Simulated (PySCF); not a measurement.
# C4H9NO3Si: the cost of one run

Programs: PySCF 2.14.0, with routines of our own; each step states its level. All values are computed. Atoms count from 0.

### 1 The system as given

18 atoms, charge 0, multiplicity 1; geometry from: GFN2-xTB.

### 2 Vibronic structure: TDA CAM-B3LYP/def2-SV(P)

The job: settings as JSON, then the geometry in Å.

```
{"job": {"kind": "vib", "xc": "CAM-B3LYP", "basis": "def2-SV(P)", "tda": true}, "charge": 0, "multiplicity": 1}
N      2.999511     0.754051    -0.193380
C      2.590515    -0.525757    -0.058401
O      3.361226    -1.462915    -0.112997
Si     0.714337    -0.789750     0.215225
C     -0.570228    -0.469972    -1.154635
C     -1.035141     0.661219    -0.232247
C     -2.385829     0.398539     0.426099
O     -2.395525    -0.809349     1.135818
O     -0.000588     0.618897     0.763009
H      2.361758     1.514215    -0.036233
H      3.984420     0.955440    -0.283239
H      0.472214    -1.954455     1.059239
H     -0.219111    -0.116666    -2.118807
H     -1.326495    -1.232045    -1.303630
H     -1.038033     1.653198    -0.691681
H     -2.634975     1.240687     1.087097
H     -3.154519     0.314967    -0.345288
H     -1.732295    -0.743986     1.832394
```

Method: TDA CAM-B3LYP/def2-SV(P) vertical-gradient vibronic structure (displaced harmonic oscillators, Condon), gas phase.

Started as:

```console
$ OMP_NUM_THREADS=1 python excited_run.py task.json out
```

This one command runs all jobs of the session in turn.

**Question.** How long does this first job take on 1 thread of AMD EPYC, shared host, and how much memory does it need?

About 2.1 min, with a peak of 0.96 GiB.
